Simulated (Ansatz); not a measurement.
Runs of Ansatz 0.2.0 on GaGe. Symmetry: F-43m, No. 216, cubic system. Conventional cell: a = 5.796 Å, b = 5.796 Å, c = 5.796 Å, α = 90.00°, β = 90.00°, γ = 90.00°. Ge (site symmetry -43m) has 4 Ga at 2.51 Å as nearest neighbours. Around Ga (site symmetry -43m) lie 4 Ge at 2.51 Å. The cell comes from a database or a generator and needn't be the stable form of this composition.

```csv
task,level,potentials or basis,cell,k mesh,cutoff (eV),smearing,basis error allowed,mesh quality,gap on the mesh (eV),pressure (GPa),V0 of scaled cells (Å³/atom),B0 (GPa)
band structure,PBEsol,"all-electron LAPW, inner shells corrected to Dirac's equation",as given,8 × 8 × 8,301,fermi-dirac 0.05 eV,0.001 eV/atom,not flagged,-,-2.4,-,-
single point,PBE,"all-electron LAPW, scalar-relativistic",the cell as VASP's run set it,8 × 8 × 8,300,gaussian 0.1 eV,0.001 eV/atom,not flagged,none,0.2,-,-
single point,PBE,"all-electron LAPW, scalar-relativistic",as given,5 × 5 × 5,277,fermi-dirac 0.03 eV,0.002 eV/atom,coarse,none,-0.2,-,-
single point,PBEsol,all-electron PAW datasets made for the crystal,as given,6 × 6 × 6,240,fermi-dirac 0.05 eV,-,coarse,none,(b),-,-
equation of state,PBEsol,"all-electron LAPW, scalar-relativistic",as given,8 × 8 × 8,-,fermi-dirac 0.05 eV,0.001 eV/atom,not flagged,-,-,23.21,(a)
single point,HSE06,all-electron PAW datasets made for the crystal,as given,6 × 6 × 6,310,fermi-dirac 0.05 eV,-,coarse,none,-,-,-
single point,PBE,"all-electron LAPW, scalar-relativistic",the cell as VASP's run set it,8 × 8 × 8,300,gaussian 0.02 eV,0.001 eV/atom,not flagged,none,0.2,-,-
density of states,PBE,all-electron PAW datasets made for the crystal,as given,8 × 8 × 8,240,fermi-dirac 0.05 eV,-,not flagged,none,0.2,-,-
band structure,PBEsol,all-electron PAW datasets made for the crystal,as given,8 × 8 × 8,240,fermi-dirac 0.05 eV,-,not flagged,-,-2.4,-,-
band structure,PBEsol,"all-electron LAPW, scalar-relativistic",as given,8 × 8 × 8,301,fermi-dirac 0.05 eV,0.001 eV/atom,not flagged,-,-2.4,-,-
equation of state,PBE,"all-electron LAPW, scalar-relativistic",as given,8 × 8 × 8,-,fermi-dirac 0.05 eV,0.0005 eV/atom,not flagged,-,-,24.45,48
band structure,PBEsol,"all-electron LAPW, non-relativistic",as given,8 × 8 × 8,300,fermi-dirac 0.05 eV,0.001 eV/atom,not flagged,-,-1.9,-,-
```

Alike in all rows: no spin polarisation.

Q: Fill in the values left out.

A: (a) 56; (b) -2.5.

Caveats: some runs use coarse meshes; the k mesh is thin for a metal, which can move the energy by tens of meV per atom (some runs); the program warned that the printed levels may be off, so bands, gaps and densities of states are rough (some runs); relativity is left out, which matters for the heavier elements (some runs).

A k mesh can miss the band edges, and the runs leave out spin-orbit coupling on Ga, Ge.

A gap of «none» marks a metal or a gap under the smearing width.

Not every run made on this cell is shown here.
